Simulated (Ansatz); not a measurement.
# AlH3IN (SMILES [NH2][AlH][I]): a rigid scan of the bond length Al2–H6

Aim: the energy along the bond length Al2–H6, from CCSD(T) and from cheaper methods, relative to the minimum. No other atom is relaxed.

Computed with Ansatz 0.2.0, Gaussian basis. Level: single points in def2-TZVPP.

Levels: PBE-D4, r2SCAN-D4, PBE0-D4, B3LYP-D4, wB97M-V, Hartree-Fock, MP2, CCSD, CCSD(T). The scan takes 1.415, 1.447, 1.493, 1.547, 1.607, 1.671, 1.740, 1.812, 1.887 Å.

Correlated methods freeze the cores. Filled d shells of the heavier atoms are correlated. Core potentials replace the inner electrons past krypton, and spin-orbit coupling is left out. B3LYP uses VWN-RPA correlation.

27 further runs of the same task are left out: 27 set aside as unsound or not needed.

**1. Starting geometry**

The minimum, relaxed at PBE0-D4: SMILES `[NH2][AlH][I]`, 6 atoms, charge 0, spin multiplicity 1.

Atoms are counted from 1 here; the program's logs count them from 0.

Bond lengths: N1–Al2 1.757 Å, N1–H4 1.007 Å, N1–H5 1.007 Å, Al2–I3 2.475 Å, Al2–H6 1.572 Å. Angles: Al2–N1–H4 124.4°, Al2–N1–H5 124.9°, H4–N1–H5 110.8°, N1–Al2–I3 117.3°, N1–Al2–H6 121.5°, I3–Al2–H6 121.3°.

Coordinates:

```
N    -0.62259    0.29958   -0.75512
Al    0.39805    0.00245    0.64376
I     1.57838   -2.17060    0.74464
H    -1.15004    1.14468   -0.90492
H    -0.76106   -0.34708   -1.51449
H     0.55724    1.07100    1.78613
```

Energies of the minimum (eV), from earlier single points: PBE-D4 -16234.47574, r2SCAN-D4 -16242.03416, PBE0-D4 -16235.96115, B3LYP-D4 -16243.92003, wB97M-V -16238.82754, CCSD(T) -16210.15026.

At the minimum the bond length Al2–H6 is 1.572 Å.

**2. Al2–H6 = 1.415 Å**

Input file ccsdt-tzvpp/in.yaml:

```yaml
crystal:
  periodic: [false, false, false]
  atoms:
    - {symbol: N, position_ang: [-0.622586, 0.299579, -0.755122]}
    - {symbol: Al, position_ang: [0.398054, 0.002446, 0.643756]}
    - {symbol: I, position_ang: [1.578385, -2.170604, 0.744636]}
    - {symbol: H, position_ang: [-1.150040, 1.144678, -0.904922]}
    - {symbol: H, position_ang: [-0.761057, -0.347085, -1.514491]}
    - {symbol: H, position_ang: [0.541316, 0.964086, 1.671837]}
basis:
  gaussian: {orbitals: def2-TZVPP}
correlation: {method: ccsd_t}
```

The command line of these runs was not kept.

The runs that follow: Al2–H6 = 1.447 Å; Al2–H6 = 1.493 Å; Al2–H6 = 1.547 Å; Al2–H6 = 1.607 Å; Al2–H6 = 1.671 Å; Al2–H6 = 1.740 Å; Al2–H6 = 1.812 Å; Al2–H6 = 1.887 Å.

Q: Predict the outcome of this session. Wanted: highest point, CCSD(T); lowest point, CCSD(T); minimum along the scan, CCSD(T); RMS deviation from CCSD(T); largest T1 diagnostic.

The runs gave:

| quantity | value |
| --- | --- |
| highest point, CCSD(T) | 0.482 eV at 1.887 Å |
| lowest point, CCSD(T) | 0.000 eV at 1.572 Å |
| minimum along the scan, CCSD(T) | 1.567 Å |
| curvature there | 14.2 eV/Å² |
| RMS deviation from CCSD(T) | PBE-D4 0.035, r2SCAN-D4 0.006, PBE0-D4 0.010, B3LYP-D4 0.007, wB97M-V 0.019, Hartree-Fock 0.023, MP2 0.017, CCSD 0.004 eV |
| largest T1 diagnostic | 0.009 |

A polynomial through the near points puts the CCSD(T) minimum 0.005 Å below the PBE0-D4 value. The third derivative is negative, the usual anharmonicity of a bond. Curvature against CCSD(T): PBE-D4 -7 %, Hartree-Fock +6 %. Best along the scan: CCSD. Worst: PBE-D4.
